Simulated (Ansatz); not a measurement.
# MnSe: spin spirals

Is the ferromagnetic state of MnSe stable against spirals with wavevectors from Γ to X? Methods of the runs shown: LAPW. Companion runs by PAW are cited.

Program: Ansatz 0.2.0. Level of theory: DFT, LDA, all-electron LAPW, scalar-relativistic. These are calculated values, not measurements.

## (1) The structure to begin with

Symmetry: F-43m, No. 216, cubic system. Conventional cell: a = 5.820 Å, b = 5.820 Å, c = 5.820 Å, α = 90.00°, β = 90.00°, γ = 90.00°. Mn (site symmetry -43m) has 4 Se at 2.52 Å in its first shell of neighbours. Se (site symmetry -43m) has 4 Mn at 2.52 Å in its first shell of neighbours.

Structure file:

```cif
data_structure
_symmetry_space_group_name_H-M 'P 1'
_symmetry_Int_Tables_number 1
_cell_length_a 4.1154
_cell_length_b 4.1154
_cell_length_c 4.1154
_cell_angle_alpha 60.000
_cell_angle_beta 60.000
_cell_angle_gamma 60.000
_cell_volume 49.28
loop_
_atom_site_label
_atom_site_type_symbol
_atom_site_fract_x
_atom_site_fract_y
_atom_site_fract_z
_atom_site_occupancy
Mn1 Mn 0.00000 0.00000 0.00000 1
Se1 Se 0.25000 0.25000 0.25000 1
```

Atoms are numbered in the order of the input: Mn1, Se2.

## (2) Spiral at q = 0, LAPW

Contents of input.yaml:

```yaml
crystal:
  lattice:
    - [0.0, 2.91, 2.91]
    - [2.91, 0.0, 2.91]
    - [2.91, 2.91, 0.0]
  atoms:
    - { symbol: Mn, position: [0.0, 0.0, 0.0], spin: 4.1, spin_axis: [1.0, 0.0, 0.0] }
    - { symbol: Se, position: [0.25, 0.25, 0.25] }
magnetization:
  noncollinear: true
  spin_spiral: { q: [0.0, 0.0, 0.0] }
kpoints:
  mp_grid: { grid: [12, 12, 12] }
scf:
  occupations: { method: fermi_dirac, width: 0.03 }
  lower_state_search: "off"
hamiltonian:
  xc: lda
  pseudopotentials: { kind: all_electron, lapw: { basis_error: 0.0005 } }
output:
  eigenvalues: false
```

Launch:

```
ansatz run input.yaml --threads 2 --pin off --max-ram 5120MiB --backend cpu --events-out ev --progress --plain --runs-dir out
```

Output (excerpt; [...] marks lines left out):

```text
settings of this run that can trade accuracy for cost: output.eigenvalues: false. Do not mix this run's numbers with those of runs without the same settings; the input reference describes each key
LAPW: plane waves up to 9.006 Å⁻¹, error target 5.0e-4 eV per atom; small_component_spin mean_spin; Mn in spheres of 1.272 Å, 15 of its electrons in bands, Dirac shells []; Se in spheres of 1.248 Å, 24 of its electrons in bands, Dirac shells []
[...]
Pseudopotentials: kind: all_electron
Pseudopotential: Mn, LAPW, valence charge 15, Koelling and Harmon's equation, gaussian nucleus
Pseudopotential: Se, LAPW, valence charge 24, Koelling and Harmon's equation, gaussian nucleus
Functional definition: SPW92
[...]
Crystal: 2 atoms, lattice volume = 49.284 Å³
Basis set: ecut = 309.03144948490944 eV, 609 PW (Γ), exchange–correlation at level 2
Bands: 48, of which v1, the nominal top of the filled ones, is band 39 counted from 1 (38 counted from 0)
Symmetry: 24 space group operations
k-points: 72 of 1728
Spin spiral: q = (0, 0, 0) of the reciprocal vectors; moments are told in the frame that turns with it, a site's in that at the site
[...]
Starting moments: Σ|m| = 4.1 μB on 1 of 2 sites
[...]
SCF iter   1: F=—  HF=-97510.612430 eV  |F-HF|=—  |Δ(HF+E_count)|=         —  Δρ=2.19e-2  dr2=3.62e-1  dr2_m=3.37e-2  ethr=9.26e-4  |M|=4.62e0 ∫|m|=4.62e0 μB  β_m=1.00  ⟨swp⟩=2.2  Hψ=21831  notcnv=0
[...]
spin=Noncollinear: Kerker preconditioning applied to the charge; magnetization (m_x, m_y, m_z) channels mix plain (no charge-response kernel on spin).
[...]
the basis was enlarged: its passes take 1.4 MiB over the memory plan, 2 of 2 planned eigensolver slots
[...]
spin-set hold released at iteration 7 (site moments contracting): the magnetisation degrees of freedom join the quasi-Newton model from the next iteration; the mixer history was flushed
[...]
SCF iter  14: F=-97510.465639 eV  HF=-97510.465639 eV  |F-HF|=1.75e-8  |Δ(HF+E_count)|=   4.60e-8  Δρ=4.61e-6  dr2=2.35e-8  dr2_m=1.29e-11  ethr=8.37e-10  |M|=4.77e0 ∫|m|=4.77e0 μB  ⟨swp⟩=2.0  Hψ=10174  notcnv=0
[...]
SCF converged after 14 iterations
Magnetization: |M| = 4.7746 μB,  M = (+4.7746, +0.0000, +0.0000) μB
Absolute magnetization: 4.7746 μB (∫|m|)
  site 0: m = (+4.2612, +0.0000, +0.0000) μB, |m| = 4.2612 μB  (R = 1.27 Å)
  site 1: m = (+0.1122, +0.0000, +0.0000) μB, |m| = 0.1122 μB  (R = 1.25 Å)
Free energy (F): -97510.465639 eV
[...]
E sigma→0 (E₀):  -97510.463284 eV
Entropy (-TS):   -0.004710 eV (-2.355 meV/atom)
Fermi energy:    8.167390 eV
[...]
settings of this run that can trade accuracy for cost: output.eigenvalues: false. Do not mix this run's numbers with those of runs without the same settings; the input reference describes each key
```

It took 3 min on 2 threads of Arm Neoverse V1, shared host; peak memory 0.92 GiB.

Read from it: moment of the cell in the turning frame 4.77 μB; moments (x, y, z) Mn1 (4.26, 0.00, 0.00), Se2 (0.11, 0.00, 0.00) μB.

## (3) Spiral at 0.333 of the way from Γ to X, LAPW

Changes to input.yaml since step 2:

```diff
@@ -10,3 +10,3 @@
   noncollinear: true
-  spin_spiral: { q: [0.0, 0.0, 0.0] }
+  spin_spiral: { q: [-0.1666666667, -0.1666666667, 0.0] }
 kpoints:
```

Launch:

```
ansatz run input.yaml --threads 2 --pin off --max-ram 5120MiB --backend cpu --events-out ev --progress --plain --runs-dir out
```

Output (excerpt; [...] marks lines left out):

```text
settings of this run that can trade accuracy for cost: output.eigenvalues: false. Do not mix this run's numbers with those of runs without the same settings; the input reference describes each key
LAPW: plane waves up to 9.006 Å⁻¹, error target 5.0e-4 eV per atom; small_component_spin mean_spin; Mn in spheres of 1.272 Å, 15 of its electrons in bands, Dirac shells []; Se in spheres of 1.248 Å, 24 of its electrons in bands, Dirac shells []
[...]
[... 4 set-up lines as earlier in the session ...]
[...]
Crystal: 2 atoms, lattice volume = 49.284 Å³
Basis set: ecut = 309.03144948490944 eV, 617 PW (Γ), exchange–correlation at level 2
[...]
spin-set hold released at iteration 7 (site moments contracting): the magnetisation degrees of freedom join the quasi-Newton model from the next iteration; the mixer history was flushed
[...]
SCF iter  14: F=-97510.536599 eV  HF=-97510.536599 eV  |F-HF|=2.85e-8  |Δ(HF+E_count)|=   4.86e-8  Δρ=4.25e-6  dr2=2.10e-8  dr2_m=3.32e-11  ethr=8.42e-10  |M|=4.67e0 ∫|m|=4.74e0 μB  ⟨swp⟩=2.0  Hψ=39584  notcnv=0
[...]
SCF converged after 14 iterations
Magnetization: |M| = 4.6716 μB,  M = (+4.6716, +0.0000, +0.0000) μB
Absolute magnetization: 4.7405 μB (∫|m|)
  site 0: m = (+4.2475, +0.0000, +0.0000) μB, |m| = 4.2475 μB  (R = 1.27 Å)
  site 1: m = (+0.1042, +0.0000, +0.0000) μB, |m| = 0.1042 μB  (R = 1.25 Å)
Free energy (F): -97510.536599 eV
[...]
E sigma→0 (E₀):  -97510.535443 eV
Entropy (-TS):   -0.002314 eV (-1.157 meV/atom)
Fermi energy:    8.211054 eV
[...]
settings of this run that can trade accuracy for cost: output.eigenvalues: false. Do not mix this run's numbers with those of runs without the same settings; the input reference describes each key
```

It took 11 min on 2 threads of Arm Neoverse V1, shared host; peak memory 2.3 GiB.

Result: moment of the cell in the turning frame 4.67 μB; moments (x, y, z) Mn1 (4.25, 0.00, 0.00), Se2 (0.10, 0.00, 0.00) μB.

## (4) Spiral at 0.667 of the way from Γ to X, LAPW

Changes to input.yaml since step 3:

```diff
@@ -10,3 +10,3 @@
   noncollinear: true
-  spin_spiral: { q: [-0.1666666667, -0.1666666667, 0.0] }
+  spin_spiral: { q: [-0.3333333333, -0.3333333333, 0.0] }
 kpoints:
```

Launch:

```
ansatz run input.yaml --threads 2 --pin off --max-ram 5120MiB --backend cpu --events-out ev --progress --plain --runs-dir out
```

Output (excerpt; [...] marks lines left out):

```text
settings of this run that can trade accuracy for cost: output.eigenvalues: false. Do not mix this run's numbers with those of runs without the same settings; the input reference describes each key
LAPW: plane waves up to 9.006 Å⁻¹, error target 5.0e-4 eV per atom; small_component_spin mean_spin; Mn in spheres of 1.272 Å, 15 of its electrons in bands, Dirac shells []; Se in spheres of 1.248 Å, 24 of its electrons in bands, Dirac shells []
[...]
[... 4 set-up lines as earlier in the session ...]
[...]
Crystal: 2 atoms, lattice volume = 49.284 Å³
Basis set: ecut = 309.03144948490944 eV, 625 PW (Γ), exchange–correlation at level 2
[...]
spin-set hold released at iteration 7 (site moments contracting): the magnetisation degrees of freedom join the quasi-Newton model from the next iteration; the mixer history was flushed
[...]
SCF iter  12: F=-97510.676513 eV  HF=-97510.676513 eV  |F-HF|=8.76e-9  |Δ(HF+E_count)|=   1.18e-7  Δρ=1.51e-6  dr2=8.38e-10  dr2_m=3.21e-10  ethr=1.04e-11  |M|=4.27e0 ∫|m|=4.52e0 μB  ⟨swp⟩=3.0  Hψ=43152  notcnv=0
[...]
SCF converged after 12 iterations
Magnetization: |M| = 4.2717 μB,  M = (+4.2717, +0.0000, +0.0000) μB
Absolute magnetization: 4.5164 μB (∫|m|)
  site 0: m = (+4.1392, +0.0000, +0.0000) μB, |m| = 4.1392 μB  (R = 1.27 Å)
  site 1: m = (+0.0521, +0.0000, +0.0000) μB, |m| = 0.0521 μB  (R = 1.25 Å)
Free energy (F): -97510.676513 eV
[...]
E sigma→0 (E₀):  -97510.676493 eV
Entropy (-TS):   -0.000040 eV (-0.020 meV/atom)
Fermi energy:    8.194815 eV
[...]
settings of this run that can trade accuracy for cost: output.eigenvalues: false. Do not mix this run's numbers with those of runs without the same settings; the input reference describes each key
```

Wall time 11 min (2 threads of Arm Neoverse V1, shared host); peak memory 2.4 GiB.

Result: moment of the cell in the turning frame 4.27 μB; moments (x, y, z) Mn1 (4.14, 0.00, 0.00), Se2 (0.05, 0.00, 0.00) μB.

## (5) The series in one table

The PAW rows are taken from companion runs at the same settings.

Free energies are per magnetic atom (1 in the cell), from each method's spiral at q = 0. Moments are those in the frame that turns with the spiral.

```
                                      run  method  energy from the method's reference (meV/magnetic atom)  total moment (μB)  largest site moment (μB)  cycles     time
      0 of Γ–X, q = (0.000, 0.000, 0.000)    LAPW                                                     0.0               4.77                      4.26      14    3 min
0.333 of Γ–X, q = (-0.167, -0.167, 0.000)    LAPW                                                   -71.0               4.67                      4.25      14   11 min
0.667 of Γ–X, q = (-0.333, -0.333, 0.000)    LAPW                                                  -210.9               4.27                      4.14      12   11 min
      0 of Γ–X, q = (0.000, 0.000, 0.000)     PAW                                                     0.0               4.78                      4.10      13     31 s
0.167 of Γ–X, q = (-0.083, -0.083, 0.000)     PAW                                                   -17.4               4.76                      4.10      12  1.9 min
0.333 of Γ–X, q = (-0.167, -0.167, 0.000)     PAW                                                   -70.9               4.67                      4.09      13  2.2 min
  0.5 of Γ–X, q = (-0.250, -0.250, 0.000)     PAW                                                  -143.9               4.48                      4.05      13  2.3 min
0.667 of Γ–X, q = (-0.333, -0.333, 0.000)     PAW                                                  -210.5               4.27                      4.00      13  2.1 min
0.833 of Γ–X, q = (-0.417, -0.417, 0.000)     PAW                                                  -255.7               4.07                      3.96      11  2.1 min
    1 of Γ–X, q = (-0.500, -0.500, 0.000)     PAW                                                  -271.5               3.88                      3.95      12  2.4 min
```

## (6) Outcome

| quantity | value |
| --- | --- |
| lowest of the spirals run (LAPW) | 0.667 of Γ–X, the last point run, -210.9 meV |
| energy at 0.667 of Γ–X (LAPW) | -210.9 meV |
| lowest of the spirals run (PAW) | 1 of Γ–X, -271.5 meV |
| energy at 1 of Γ–X (PAW) | -271.5 meV |

By LAPW a spiral at 0.667 of Γ–X lies 210.9 meV a magnetic atom under q = 0, so at this level and mesh the ferromagnet isn't the lowest state. Other magnetic orders may lie lower; this is the state that the run reached. The k mesh (12×12×12) wasn't tested for convergence.
